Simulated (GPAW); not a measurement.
# KNi (P4/mmm) in GPAW: single point with PBEsol+U

Aim: the single point of KNi with PBEsol+U.

Everything below comes from runs of GPAW 26.7.0. Logs are shortened: lines on timing, memory, paths and dates and some standing lists are left out, and cuts for length are marked. The log counts tension as positive stress, the text compression.

## (1) Starting point

Symmetry: P4/mmm, No. 123, tetragonal system. The conventional cell has a = 3.660 Å, b = 3.660 Å, c = 3.479 Å, α = 90.00°, β = 90.00°, γ = 90.00°. Around K (site symmetry 4/mmm) lie 8 Ni at 3.12 Å and 2 K at 3.48 Å. Ni (site symmetry 4/mmm) has 8 K at 3.12 Å and 2 Ni at 3.48 Å as nearest neighbours.

The cell was built by a generator and needn't be a form met in nature.

## (2) Single point, PBEsol+U, collinear spin, ferromagnetic start

File run.py:

```python
from ase import Atoms
from ase.dft.bandgap import bandgap
from ase.io import write
from ase.units import GPa
from gpaw import GPAW, PW, setup_paths

setup_paths.insert(0, '.')

atoms = Atoms(['K', 'K', 'Ni', 'Ni'],
              cell=[[3.66047789, 3.66047789, 0.0],
                    [-3.66047789, 3.66047789, 0.0],
                    [0.0, 0.0, 3.47888777]],
              scaled_positions=[[0.0, 0.0, 0.0],
                                [0.5, 0.5, 0.0],
                                [0.5, 0.0, 0.5],
                                [0.0, 0.5, 0.5]],
              pbc=True)
atoms.set_initial_magnetic_moments([0.0, 0.0, 2.5, 2.5])

calc = GPAW(mode=PW(600),
            xc='PBEsol',
            kpts={'size': (4, 4, 6), 'gamma': True},
            occupations={'name': 'fermi-dirac', 'width': 0.05},
            setups={'Ni': ':d,5.0'},
            nbands=43,
            convergence={'density': 1e-05, 'energy': 1e-05},
            maxiter=150,
            txt='gpaw.txt')
atoms.calc = calc
energy = atoms.get_potential_energy()
forces = atoms.get_forces()
stress = atoms.get_stress()
calc.write('gs.gpw')
write('result.traj', atoms)
print(f'Energy: {energy:.6f} eV')
print('Forces (eV/A):')
print(forces.round(4))
print('Stress (GPa):', (stress / GPa).round(3))
print('Moments:', calc.get_magnetic_moments().round(3))
print('Fermi level:', round(calc.get_fermi_level(), 4), 'eV')
print(f'Gap: {bandgap(calc)[0]:.4f} eV, direct: {bandgap(calc, direct=True)[0]:.4f} eV')
```

Potentials or basis: PAW data sets generated in the run's folder for this functional, pw.

On the command line:

```sh
$ gpaw-setup -f PBEsol K Ni
$ OMP_NUM_THREADS=1 python run.py
```

gpaw.txt:

```text
__  _  _
 | _ |_)|_||  |
 |__||  | ||/\| - 26.7.0

Input parameters:
  mode=PW(ecut=600.0),
  convergence={'density': 1e-05, 'energy': 1e-05},
  kpts=MonkhorstPack(size=(4, 4, 6), gamma=True),
  maxiter=150,
  nbands=43,
  occupations=Occupations(name='fermi-dirac', width=0.05),
  setups={'Ni': ':d,5.0'},
  xc=XC(name='PBEsol')

Diagonalizing LCAO Hamiltonian
Converting LCAO to pw mode

        Ni        Ni
              K

            K

Atoms  # Å, Bohr magnetons
|   | symbol |         x |        y |        z |    initial magnetic moments |
|---|--------|-----------|----------|----------|-----------------------------|
| 0 |      K |  0.000000 | 0.000000 | 0.000000 | ( 0.0000,  0.0000,  0.0000) |
| 1 |      K |  0.000000 | 3.660478 | 0.000000 | ( 0.0000,  0.0000,  0.0000) |
| 2 |     Ni |  1.830239 | 1.830239 | 1.739444 | ( 0.0000,  0.0000,  2.5000) |
| 3 |     Ni | -1.830239 | 1.830239 | 1.739444 | ( 0.0000,  0.0000,  2.5000) |

Unit cell  # Å
| periodic |         x |        y |        z |  lengths |    angles |
|----------|-----------|----------|----------|----------|-----------|
|      yes |  3.660478 | 3.660478 | 0.000000 | 5.176697 | 90.000000 |
|      yes | -3.660478 | 3.660478 | 0.000000 | 5.176697 | 90.000000 |
|      yes |  0.000000 | 0.000000 | 3.478888 | 3.478888 | 90.000000 |

Number of symmetries: 16
Symmetry operations  # r_c * U_cc + t_c -> r_c
|    | kind |            matrix            |
|----|------|------------------------------|
|  0 |  E   |  1, 0, 0,  0, 1, 0,  0, 0, 1 |
|  1 |  σ   |  1, 0, 0,  0, 1, 0,  0, 0,-1 |
|  2 |  σ   |  1, 0, 0,  0,-1, 0,  0, 0, 1 |
|  3 |  C2  |  1, 0, 0,  0,-1, 0,  0, 0,-1 |
|  4 |  σ   |  0, 1, 0,  1, 0, 0,  0, 0, 1 |
|  5 |  C2  |  0, 1, 0,  1, 0, 0,  0, 0,-1 |
|  6 |  C4  |  0, 1, 0, -1, 0, 0,  0, 0, 1 |
|  7 |  S4  |  0, 1, 0, -1, 0, 0,  0, 0,-1 |
|  8 |  C4  |  0,-1, 0,  1, 0, 0,  0, 0, 1 |
|  9 |  S4  |  0,-1, 0,  1, 0, 0,  0, 0,-1 |
| 10 |  σ   |  0,-1, 0, -1, 0, 0,  0, 0, 1 |
| 11 |  C2  |  0,-1, 0, -1, 0, 0,  0, 0,-1 |
| 12 |  σ   | -1, 0, 0,  0, 1, 0,  0, 0, 1 |
| 13 |  C2  | -1, 0, 0,  0, 1, 0,  0, 0,-1 |
| 14 |  C2  | -1, 0, 0,  0,-1, 0,  0, 0, 1 |
| 15 |  i   | -1, 0, 0,  0,-1, 0,  0, 0,-1 |

BZ-sampling:
  Number of BZ points: 96
  Number of IBZ points: 24

  Monkhorst-Pack size: [4, 4, 6]
  Monkhorst-Pack shift: [0.125, 0.125, 0.08333333333333333]

K-points  # in reciprocal-cell coordinates
|     |                                coordinates |     weight |
|-----|--------------------------------------------|------------|
|   0 | (  0.00000000,   0.00000000,   0.00000000) | 0.01041667 |
|   1 | (  0.00000000,   0.00000000,   0.16666667) | 0.02083333 |
|   2 | (  0.00000000,   0.00000000,   0.33333333) | 0.02083333 |
|   3 | (  0.00000000,   0.00000000,   0.50000000) | 0.01041667 |
|   4 | (  0.25000000,   0.00000000,   0.00000000) | 0.04166667 |
|   5 | (  0.25000000,   0.00000000,   0.16666667) | 0.08333333 |
|   6 | (  0.25000000,   0.00000000,   0.33333333) | 0.08333333 |
|   7 | (  0.25000000,   0.00000000,   0.50000000) | 0.04166667 |
|   8 | (  0.25000000,   0.25000000,   0.00000000) | 0.04166667 |
|   9 | (  0.25000000,   0.25000000,   0.16666667) | 0.08333333 |
| ... |                                            |            |
|  23 | (  0.50000000,   0.50000000,   0.50000000) | 0.01041667 |

Plane wave coefficients: 3140
Cutoff: 600.0 eV

Spin-components: 2 (collinear spins)
Bands:           43
Projectors:      22
Spin-degeneracy: 1
Datatype:        complex128

Parallelization:
  kpt:    1
  domain: 1
  band:   1

Density:
  Valence electrons: 50.0
  Components: 2
  Grid points: [30 30 20]
  Charge: 0.0  # |e|

Potential:
  Grid points: [30 30 20]

species:
  K:
    name:    Potassium
    Z:       19.0
    valence: 9
    core:    10
    charge:  0.0  # [|e|]
    compensation charges:
      type: gauss
      rc: 0.35  # [Å]
      lmax: 2
    cutoffs:
      filter: 1.91  # [Å]
      core: 1.27  # [Å]
    projectors
    | kind |    occ | energy [eV] | rcut [Å] |
    |------|--------|-------------|----------|
    |   3s |  2.000 |     -35.262 |    1.122 |
    |   4s |  1.000 |      -2.301 |    1.122 |
    |   3p |  6.000 |     -18.797 |    1.106 |
    |    p |        |       8.414 |    1.106 |
    |    d |        |       0.000 |    0.937 |

    Using partial waves for K as LCAO basis

  Ni:
    name:    Nickel
    Z:       28.0
    valence: 16
    core:    12
    charge:  0.0  # [|e|]
    Hubbard: {U: 5.0,  # eV
              l: 2,
              scale: True}
    compensation charges:
      type: gauss
      rc: 0.36  # [Å]
      lmax: 2
    cutoffs:
      filter: 2.14  # [Å]
      core: 1.98  # [Å]
    projectors
    | kind |    occ | energy [eV] | rcut [Å] |
    |------|--------|-------------|----------|
    |   4s |  2.000 |      -5.661 |    1.164 |
    |   3p |  6.000 |     -71.261 |    1.207 |
    |   4p |  0.000 |      -1.193 |    1.207 |
    |   3d |  8.000 |      -8.901 |    1.138 |
    |    s |        |      21.550 |    1.164 |
    |    d |        |      18.310 |    1.138 |

    Using partial waves for Ni as LCAO basis

Reference energy: -115386.028778  # eV

eigensolver:
  PPCG
  Converge bands: occupied
  niter=2

density mixing:
  MSR1-Mixer
  Pratt-step length: 0.05
  Maximum mixing coefficient: 0.75
  Old densities: 10
  SVD Regularization: 0.005
  Good broyden scale: 1.0
  Trust region scale: 1.0
  Backstep threshold: 4.0
  History deletion threshold: 6.0
  Fourier metric: weight=20.0, sigma=0.015

occupation numbers:
  Fermi-Dirac:
    width: 0.0500  # eV

poisson solver:
  ecut: 4800.0  # eV

xc functional:
  name: PBEsol with 2 nearest neighbor stencil

convergence criteria:
- Maximum integral of absolute [dens]ity change: 1e-05 electrons / valence electron
- Maximum [total energy] change in last 3 cyles: 1e-05 eV / valence electron
- Maximum integral of absolute [eigenst]ate change: 4e-08 eV^2 / valence electron
maximum number of iterations: 150

SCF iterations
|iter     | |      energy | eigst |  dens |  magmom |
|---------|-|-------------|-------|-------|---------|
|iter:   1| |  -25.666989 | +0.50 |       |  +4.9637|
|iter:   2| |  -18.631850 | -1.25 | -0.61 |  +4.7438|
|iter:   3| |  -30.544152 | +0.10 | -0.65 |  +2.0059|
|iter:   4| |   -8.296701 | -0.05 | -0.43 |  +2.5740|
|iter:   5| |   -8.363642 | -1.72 | -1.14 |  +1.6056|
|iter:   6| |   -8.710748 | -2.45 | -1.60 |  +1.3153|
|iter:   7| |   -8.848717 | -2.57 | -1.67 |  +1.6376|
|iter:   8| |   -9.062661 | -2.45 | -2.04 |  +2.0347|
|iter:   9| |   -9.230957 | -2.72 | -2.07 |  +2.1794|
|iter:  10| |   -9.218087 | -3.26 | -1.97 |  +2.3638|
|iter:  11| |   -9.219443 | -3.57 | -2.10 |  +2.3440|
|iter:  12| |   -9.218019 | -4.46 | -2.29 |  +2.1899|
|iter:  13| |   -9.219672 | -4.11 | -2.72 |  +2.1806|
|iter:  14| |   -9.219661 | -5.64 | -3.04 |  +2.1765|
|iter:  15| |   -9.219707c| -5.34 | -3.24 |  +2.1665|
|iter:  16| |   -9.219708c| -6.61 | -3.72 |  +2.1632|
|iter:  17| |   -9.219702c| -7.18 | -4.12 |  +2.1630|
|iter:  18| |   -9.219696c| -8.06c| -4.53 |  +2.1628|
|iter:  19| |   -9.219693c| -8.14c| -4.95 |  +2.1630|
|iter:  20| |   -9.219692c| -8.32c| -5.64c|  +2.1629|

Converged in 20 steps
Energy contributions relative to reference atoms: (reference = -115386.028778)

Energy contributions:
  Kinetic:          36.501656
  Coulomb:         -22.103652
  Zero:             -1.282038
  External:          0.000000
  Xc:              -22.316423
  Entropy:          -0.038471
  Spinorbit:         0.000000
  ----------------------------
  Free energy:      -9.238928
  Extrapolated:     -9.219692

dipole moment: (-0.000000, -41.391792, -25.366425)  # |e|*Ang

Total magnetic moment: (0.000000, 0.000000, 2.162904)

Local magnetic moments
|        x |        y |         z |
|----------|----------|-----------|
| 0.000000 | 0.000000 | -0.011375 |  # K    0
| 0.000000 | 0.000000 | -0.011375 |  # K    1
| 0.000000 | 0.000000 |  1.231433 |  # Ni   2
| 0.000000 | 0.000000 |  1.231433 |  # Ni   3

Fermi level: 4.368
Eigenvalues  # (at kpt = [0.000, 0.000, 0.000])
| band index |      eig [eV] | occ [0-1] |      eig [eV] | occ [0-1] |
|------------|---------------|-----------|---------------|-----------|
|          0 |       -59.189 |     1.000 |       -57.772 |     1.000 |
|        ... |               |           |               |           |
|         17 |        -0.114 |     1.000 |         1.324 |     1.000 |
|         18 |        -0.032 |     1.000 |         1.384 |     1.000 |
|         19 |         0.281 |     1.000 |         1.454 |     1.000 |
|         20 |         0.517 |     1.000 |         1.454 |     1.000 |
|         21 |         0.517 |     1.000 |         2.494 |     1.000 |
|         22 |         0.561 |     1.000 |         3.850 |     1.000 |
[... 8 lines left out ...]
|         31 |        10.970 |     0.000 |        10.986 |     0.000 |
|         32 |        10.970 |     0.000 |        10.986 |     0.000 |
|        ... |               |           |               |           |
|         42 |        15.010 |     0.000 |        15.038 |     0.000 |

No gap
No difference between direct/indirect transitions

Forces  # eV/Ang
|        x |        y |       z |
|----------|----------|---------|
|  0.00000 |  0.00000 | 0.00000 |  # K    0
| -0.00000 |  0.00000 | 0.00000 |  # K    1
|  0.00000 |  0.00000 | 0.00000 |  # Ni   2
| -0.00000 | -0.00000 | 0.00000 |  # Ni   3

Stress tensor  # eV/Ang^3
|         x |         y |         z |
|-----------|-----------|-----------|
| -0.027039 |  0.000000 |  0.000000 |
|  0.000000 | -0.027039 |  0.000000 |
|  0.000000 |  0.000000 | -0.026844 |

# Writing to gs.gpw (mode='')
```

Wall time 5.8 min (1 thread of Arm Neoverse N1, shared host); peak memory 0.29 GiB.

Results:

```
Free energy            : -9.2389 eV
Pressure               : 4.3 GPa
Band gap on the k mesh : none (metal or under the smearing width)
Net moment             : 2.16 μB per cell
Site moments           : K -0.01; Ni +1.23 μB
```

Levels at points of the mesh, in eV from the Fermi level:
Spin up:
| k point | band 22 | band 23 | band 24 | band 25 | band 26 | band 27 | band 28 | band 29 | band 30 | band 31 |
| --- | --- | --- | --- | --- | --- | --- | --- | --- | --- | --- |
| (0.00, 0.00, 0.00) | -3.85 | -3.81 | -3.74 | -3.74 | -1.29 | 1.89 | 1.89 | 3.95 | 4.03 | 4.13 |
| (0.00, 0.00, 0.50) | -3.83 | -3.83 | -3.77 | -1.29 | -0.56 | 1.03 | 1.03 | 1.06 | 2.18 | 4.77 |
| (0.50, 0.00, 0.00) | -3.80 | -3.76 | -3.76 | -2.82 | -2.82 | 2.35 | 2.35 | 2.65 | 2.65 | 5.22 |
| (0.50, 0.00, 0.50) | -3.88 | -3.88 | -3.88 | -0.92 | -0.92 | 0.95 | 0.95 | 2.52 | 2.52 | 5.62 |
| (0.50, 0.50, 0.00) | -3.79 | -3.72 | -3.72 | -1.69 | -1.69 | -0.66 | -0.66 | 4.66 | 4.66 | 4.78 |
| (0.50, 0.50, 0.50) | -3.92 | -3.92 | -3.92 | -0.97 | -0.97 | 1.95 | 1.95 | 2.20 | 2.20 | 4.19 |
Spin down:
```csv
k point,band 22,band 23,band 24,band 25,band 26,band 27
"(0.00, 0.00, 0.00)",-1.87,-0.52,-0.49,0.72,0.79,1.78
"(0.00, 0.00, 0.50)",-0.68,-0.10,0.74,0.75,0.93,0.93
"(0.50, 0.00, 0.00)",-2.75,-0.29,-0.29,-0.07,-0.07,2.67
"(0.50, 0.00, 0.50)",-1.19,0.02,0.02,0.86,0.86,0.94
"(0.50, 0.50, 0.00)",-2.00,-0.80,-0.80,-0.16,-0.16,0.79
"(0.50, 0.50, 0.50)",-1.69,0.73,0.73,1.03,1.03,1.87
```

Caveat: the stock nickel data set gives pressures a few GPa off other programs; the U is typed as a test and isn't derived for this compound. The state reached can hang on the start; a lower one may exist.
